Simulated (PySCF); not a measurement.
**Pm³⁷⁺: dipole response in even-tempered 18s12p8d4f3g**

How polarisable is Pm³⁷⁺ at the levels listed below?

Program: PySCF 2.14.0. Level of theory: unrestricted determinants in a Gaussian basis, no spin-orbit coupling in the energies. These are calculated values, not measurements, unless marked.

## 1. The atom as given

| Quantity | Value |
| --- | --- |
| Element | promethium (Z = 61) |
| Basis | an uncontracted even-tempered set (18 s from 6.6 bohr⁻², ratio 2.5; 12 p from 8.6 bohr⁻², ratio 2.5; 8 d from 8.6 bohr⁻², ratio 2.5; 4 f from 34 bohr⁻², ratio 2.7; 3 g from 51 bohr⁻², ratio 2.7) |
| Hamiltonian | scalar relativity by spin-free X2C-1e |
| State 1 | Pm³⁷⁺: [Ar] 3d6, high-spin 5D determinant |
| Methods | PBE0 |

The outer shells:

Pm37+ [Ar] 3d6
```
[Ar] core
3d [↑↓][↑ ][↑ ][↑ ][↑ ]
```

One driver process ran all states and methods and kept the integrals in memory. Each run is shown as a PySCF script that sums up its settings (the driver passes frozen orbitals as a list and adds second-order terms of double hybrids); the logs are those of the runs themselves. The driver starts from symmetry-adapted Hartree-Fock orbitals, holds the occupation by maximum overlap and uses a logarithmic radial grid for functionals, so a plain start would take other cycles.

The integrals over 149 functions and the set-up took 2.3 s of CPU time.

## 2. Pm³⁷⁺: PBE0

PBE0:

Contents of input.py:

```python
from pyscf import gto, scf, dft, mp, cc
mol = gto.M(atom="Pm 0 0 0", charge=37, spin=4, symmetry="D2h",
            basis=gto.etbs([(0, 18, 6.6, 2.5), (1, 12, 8.6, 2.5), (2, 8, 8.6, 2.5), (3, 4, 34, 2.7), (4, 3, 51, 2.7)]),
            nucmod="G")
mf = dft.UKS(mol, xc="PBE0").sfx2c1e()
mf.irrep_nelec = {'Ag': (5, 3), 'B1g': (1, 1), 'B2g': (1, 0), 'B3g': (1, 0), 'B1u': (2, 2), 'B2u': (2, 2), 'B3u': (2, 2)}
mf.kernel()
```

Output:

```text
damping factor = 0
level_shift factor = 0
DIIS = <class 'pyscf.scf.diis.CDIIS'>
diis_start_cycle = 1
diis_space = 10
diis_damp = 0
SCF conv_tol = 1e-09
SCF conv_tol_grad = None
number electrons alpha = 14  beta = 10
XC functionals = PBE0
    C. Adamo and V. Barone.,  J. Chem. Phys. 110, 6158 (1999)
    M. Ernzerhof and G. E. Scuseria.,  J. Chem. Phys. 110, 5029 (1999)
cycle= 1 E= -9056.93213186935  delta_E= -0.0122  |g|= 0.0297  |ddm|= 0.0307
cycle= 2 E= -9056.93213728  delta_E= -5.41e-06  |g|= 0.00113  |ddm|= 0.000564
cycle= 3 E= -9056.93213728741  delta_E= -7.41e-09  |g|= 2.7e-05  |ddm|= 1.59e-05
cycle= 4 E= -9056.93213728743  delta_E= -2.18e-11  |g|= 2.61e-06  |ddm|= 9.18e-07
converged SCF energy = -9056.93213728743  <S^2> = 6.0001116  2S+1 = 5.0000446
```

CPU time 77 s on a shared host, the integrals not counted.

Orbital energies by shell (radii are means over both spins):

```
shell  electrons  mean orbital energy (eV)  spread (eV)  rms radius (bohr)
 1s α          1                  -46833.4            0             0.0264
 1s β          1                  -46833.1            0             0.0264
 2s α          1                   -9111.5            0              0.107
 2s β          1                   -9093.0            0              0.107
 2p α          3                   -8341.2        6.955             0.0953
 2p β          3                   -8325.5        2.428             0.0953
 3s α          1                   -3186.8            0              0.266
 3s β          1                   -3166.1            0              0.266
 3p α          3                   -2944.1        8.333              0.264
 3p β          3                   -2920.9        1.748              0.264
 3d α          5                   -2636.7       11.717              0.237
 3d β          1                   -2615.3            0              0.237
```

⟨S²⟩ = 6.000, ⟨L²⟩ = 6.00.

The driver then solved the coupled dipole response at imaginary frequencies: mean α = 0.006252 bohr³ (xx, yy, zz: 0.005890, 0.005890, 0.006975), C₆ = 0.0008257 au for a like pair.

Spin-orbit coupling is strong in this species (close to jj coupling), so the high-spin LS determinant is a model state, not a physical level.

Radial density 4πr²ρ of Pm³⁷⁺ at PBE0, without picture-change correction:

```
r (bohr)  density  spin density
0.000348     1.04         0.000
0.000585     2.31         0.000
0.000984     5.06         0.000
 0.00165     10.7         0.000
 0.00278     21.7        -0.001
 0.00468     40.2        -0.002
 0.00788     64.3        -0.003
  0.0132     81.2        -0.002
  0.0223     75.7         0.017
  0.0375     73.2         0.248
  0.0630      101         2.136
   0.106     76.5        10.166
   0.178     67.1        19.718
   0.300     41.7         9.118
   0.505     1.85         0.390
   0.849  0.00293         0.001
```

## 3. The response side by side

Pm³⁷⁺, in atomic units:

```
method    mean α  C₆ (like pair)      S(−4)
  PBE0  0.006252       0.0008257  2.515e-05
```

α(iu) at PBE0:

```
u (hartree)  α(iu) (bohr³)
          0       0.006252
       3.00       0.006039
       6.00       0.005525
       12.0       0.004410
       18.0       0.003645
       24.0       0.003151
       30.0       0.002801
       45.0       0.002195
       60.0       0.001764
       90.0       0.001179
        150      0.0006034
```

## 4. What came out

```
  quantity                  value
α of Pm³⁷⁺  0.006252 (PBE0) bohr³
```

In words: A single London oscillator with the computed α and C₆ of Pm³⁷⁺ at PBE0 would have ω = 4 C₆ / (3 α²) = 28.2 hartree. All values hold for this basis alone; no basis-set limit was taken.
